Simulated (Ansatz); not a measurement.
**Al3Au: equation of state with PBE**

Al3Au:

```
Au Al
1.0
    -2.02533    2.02533    4.05660
     2.02533   -2.02533    4.05660
     2.02533    2.02533   -4.05660
Au Al
1 3
Direct
  0.00000 0.00000 0.00000
  0.50000 0.50000 0.00000
  0.25000 0.75000 0.50000
  0.75000 0.25000 0.50000
```

The cell comes from a database or a generator and needn't be the stable form of this composition.

| Item | Value |
| --- | --- |
| Program | Ansatz 0.2.0 |
| Task | equation of state |
| Functional | PBE |
| Potentials or basis | Ansatz PAW |
| Cutoff | 420 eV |
| Density cutoff | 1680 eV |
| k mesh | 9 × 9 × 9 |
| Occupations | fermi-dirac, width 0.05 eV |
| Spin | no spin polarisation |

```json
{
  "Equilibrium volume": "16.71 Å³/atom",
  "Bulk modulus at fixed shape and positions": "94 GPa",
  "Pressure derivative of the bulk modulus": "4.8"
}
```

Energy against volume, from the lowest point:
```tsv
volume (Å³/atom)	energy (meV/atom)
15.642	22.54
15.974	10.20
16.307	2.87
16.640	0.00
16.973	1.10
17.306	5.74
17.638	13.55
```

All runs of the series together: 16 s on 2 threads of AMD EPYC 7R43 64-Core Processor (Zen 3) (shared host).

Caveat: the cell was scaled at fixed shape and fractional positions, which overstates the stiffness of a crystal with free parameters, most of all of layers and chains. The run has no spin-orbit coupling, so splittings on Au are missing.
